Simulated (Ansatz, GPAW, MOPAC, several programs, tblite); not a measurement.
# MoOSe (Janus 1T monolayer) from semi-empirical methods to plane-wave DFT

A free-standing Janus 1T monolayer of MoOSe, relaxed with r2SCAN in Ansatz, was computed with several methods. In-plane lattice: a = 3.120 Å, b = 3.120 Å, γ = 120.0°; thickness between the outer nuclei 2.78 Å. Mo has 3 O at 2.06 Å and 3 Se at 2.53 Å; O has 3 Mo at 2.06 Å; Se has 3 Mo at 2.53 Å. (Calculated; spin-unpolarised; the phase may be known or hypothetical.)

```
CELL_PARAMETERS angstrom
3.11952 0.00000 0.00000
-1.55976 2.70159 0.00000
0.00000 0.00000 29.71423
ATOMIC_POSITIONS crystal
Mo 0.00000 0.00000 0.31166
O 0.33333 0.66667 0.34529
Se 0.66667 0.33333 0.25171
```
Periodic in the plane only; c spans the vacuum.

Gaps and times are for a single point on this cell. Times are rough, from shared hosts (Arm Neoverse V1), and each method has its own mesh and cell size. PM7 (MOPAC): levels, charges or heat of formation failed a check of plausibility, so no values are given. PM7 (MOPAC), GFN1-xTB (tblite), GFN2-xTB (tblite) treat a cluster of cells at its zone centre, which samples few k points: where these miss a band edge, the gap comes out too large for that reason alone. Gaps from k meshes are read at a limited set of points (mesh, symmetry points, PBE's band edges), so each method's own least gap may be somewhat smaller. xTB and the PM methods were fitted mostly to molecules, and can miss a solid's gap by electronvolts. Minimal bases can be far off for gaps. d marks a direct gap, i an indirect one (no mark: not told apart), a dash a value that wasn't computed or didn't pass its checks.

| method | kind | gap (eV) | atoms computed | processor time |
| --- | --- | --- | --- | --- |
| GFN1-xTB (tblite) | tight binding | 0 | 48 | 1.6 s |
| GFN2-xTB (tblite) | tight binding | 0 | 48 | 2.4 s |
| light PBE (260 eV and a coarse mesh) | light plane-wave | overlap 0.06 | 3 | 4.1 s |
| PBE/single zeta (GPAW) | small basis | 0.01 | 3 | 15 s |
| PBE | semilocal | overlap 0.10 | 3 | 15 s |
| r2SCAN | semilocal | overlap 0.14 | 3 | 35 s |
| PM7 (MOPAC) | semi-empirical | – | 48 | 2.7 min |

With PBE and r2SCAN the bands overlap or touch, or nearly. Semilocal functionals can close a real gap, so this doesn't show a metal; small gaps of other methods may in turn close between the points read or with spin-orbit coupling, and the solid may be a semimetal.

Spin-orbit coupling is left out.
